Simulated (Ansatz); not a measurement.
# BeGa4N3: the cost of one run

Method: DFT PBE, scalar-relativistic, plane waves, PAW, in Ansatz 0.2.0.

## Step 1: The system as given

It takes space group Pm-3m (No. 221, cubic). The conventional cell has a = 4.496 Å, b = 4.496 Å, c = 4.496 Å, α = 90.00°, β = 90.00°, γ = 90.00°. Be (site symmetry m-3m) is surrounded by 6 Ga at 2.25 Å. Ga (site symmetry 4/mmm) is surrounded by 2 Be at 2.25 Å and 4 N at 2.25 Å. Ga (site symmetry m-3m) has 6 N at 2.25 Å as nearest neighbours. Around N (site symmetry 4/mmm) lie 6 Ga at 2.25 Å.

As a file:

```
Be Ga N
1.0
     4.49641    0.00000    0.00000
     0.00000    4.49641    0.00000
     0.00000    0.00000    4.49641
Be Ga N
1 4 3
Cartesian
  0.0000 0.0000 0.0000
  2.2482 0.0000 0.0000
  2.2482 2.2482 2.2482
  0.0000 0.0000 2.2482
  0.0000 2.2482 0.0000
  0.0000 2.2482 2.2482
  2.2482 0.0000 2.2482
  2.2482 2.2482 0.0000
```

The cell is invented: species swapped into a database cell of Mg3CuO4 (Pm-3m, No. 221), with N on the Mg sites, Be on the Cu sites and Ga on the O sites. The dimensions are guesses.

## Step 2: A first look at the guess

input.yaml reads:

```yaml
crystal:
  lattice:
    - [4.49641366, 0.0, 0.0]
    - [0.0, 4.49641366, 0.0]
    - [0.0, 0.0, 4.49641366]
  atoms:
    - { symbol: Be, position: [0.0, 0.0, 0.0] }
    - { symbol: Ga, position: [0.5, 0.0, 0.0] }
    - { symbol: Ga, position: [0.5, 0.5, 0.5] }
    - { symbol: Ga, position: [0.0, 0.0, 0.5] }
    - { symbol: Ga, position: [0.0, 0.5, 0.0] }
    - { symbol: "N", position: [0.0, 0.5, 0.5] }
    - { symbol: "N", position: [0.5, 0.0, 0.5] }
    - { symbol: "N", position: [0.5, 0.5, 0.0] }
basis:
  ecutwfc: 420
kpoints:
  mp_grid: { grid: [4, 4, 4] }
hamiltonian:
  xc: pbe
scf:
  occupations: { method: gaussian, width: 0.1 }
  lower_state_search: "off"
output:
  forces: true
  stress: true
  eigenvalues: true
```

Launch:

```sh
ansatz run input.yaml --threads 1 --pin off --max-ram 2048MiB --backend cpu --events-out ev --progress --plain --runs-dir out
```

**Question.** How long does this run take on 1 thread of Arm Neoverse V1, shared host, and how much memory does it need?

About 3 s, with a peak of 0.34 GiB.
